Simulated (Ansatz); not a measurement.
**C3H5BO: small, medium and large basis sets**

How large a basis does C3H5BO need? Two functionals are run in growing sets.

Program: Ansatz 0.2.0, Gaussian basis. Level of theory: one geometry, several basis sets. These are calculated values, not measurements.

Levels to be run: PBE0-D4/def2-SVP; ωB97M-V/def2-SVP; PBE0-D4/def2-QZVPP; ωB97M-V/def2-QZVPP; the functionals' def2-TZVPP values are taken from earlier runs.

## Step 1: Structure used throughout

All runs share one geometry, relaxed beforehand with PBE0-D4/def2-TZVP.

SMILES `OC1BC=C1`, 10 atoms, charge 0, spin multiplicity 1.

Atoms are counted from 1 here; the program's logs count them from 0.

Bond lengths: O1–C2 1.400 Å, O1–H6 0.960 Å, C2–B3 1.597 Å, C2–C5 1.503 Å, C2–H7 1.090 Å, B3–C4 1.496 Å, B3–H8 1.192 Å, C4–C5 1.360 Å, C4–H9 1.079 Å, C5–H10 1.091 Å. Angles: C2–O1–H6 109.2°, O1–C2–B3 118.4°, O1–C2–C5 117.6°, O1–C2–H7 113.8°, B3–C2–C5 73.0°, B3–C2–H7 115.5°, C5–C2–H7 112.6°, C2–B3–C4 92.7°, C2–B3–H8 129.7°, C4–B3–H8 132.3°, B3–C4–C5 80.3°, B3–C4–H9 143.3°, C5–C4–H9 130.1°, C2–C5–C4 102.8°, C2–C5–H10 125.8°, C4–C5–H10 130.1°.

## Step 2: PBE0-D4 in def2-SVP

The input, in.yaml:

```yaml
crystal:
  periodic: [false, false, false]
  atoms:
    - {symbol: O, position_ang: [-0.856586, -0.859280, -1.460697]}
    - {symbol: C, position_ang: [-0.620616, -0.443499, -0.144716]}
    - {symbol: B, position_ang: [0.830546, -0.680134, 0.477878]}
    - {symbol: C, position_ang: [0.878169, 0.692294, 1.070961]}
    - {symbol: C, position_ang: [-0.002004, 0.911205, 0.057610]}
    - {symbol: H, position_ang: [-1.788531, -0.753069, -1.663106]}
    - {symbol: H, position_ang: [-1.456301, -0.627223, 0.530151]}
    - {symbol: H, position_ang: [1.686407, -1.441051, 0.148117]}
    - {symbol: H, position_ang: [1.514149, 1.384263, 1.600496]}
    - {symbol: H, position_ang: [-0.102233, 1.765396, -0.613792]}
basis:
  gaussian: {orbitals: def2-SVP}
hamiltonian: {xc: pbe0, dispersion: d4}
output: {orbitals: {seedname: orbitals}}
```

Started as:

```sh
$ ansatz run in.yaml --threads 2 --pin off --events-out ev --progress --plain --max-ram 4352MiB
```

Further steps of the session: ωB97M-V in def2-SVP; PBE0-D4 in def2-QZVPP; ωB97M-V in def2-QZVPP.

Before running them: what should the planned runs give, taken together? Wanted: PBE0-D4: double and triple zeta above quadruple; ωB97M-V: double and triple zeta above quadruple.

The runs gave:

| quantity | value |
| --- | --- |
| PBE0-D4: double and triple zeta above quadruple | 6.99, 0.34 eV |
| ωB97M-V: double and triple zeta above quadruple | 7.24, 0.32 eV |

In words: PBE0-D4 gains 6.65 eV from double to triple zeta, then 0.34 eV more. Total energies overstate the basis error of differences, where much of it tends to cancel. The LUMO of ωB97M-V is positive and keeps falling with the basis (1.94 to 1.39 eV): an unbound level that the basis holds in place.
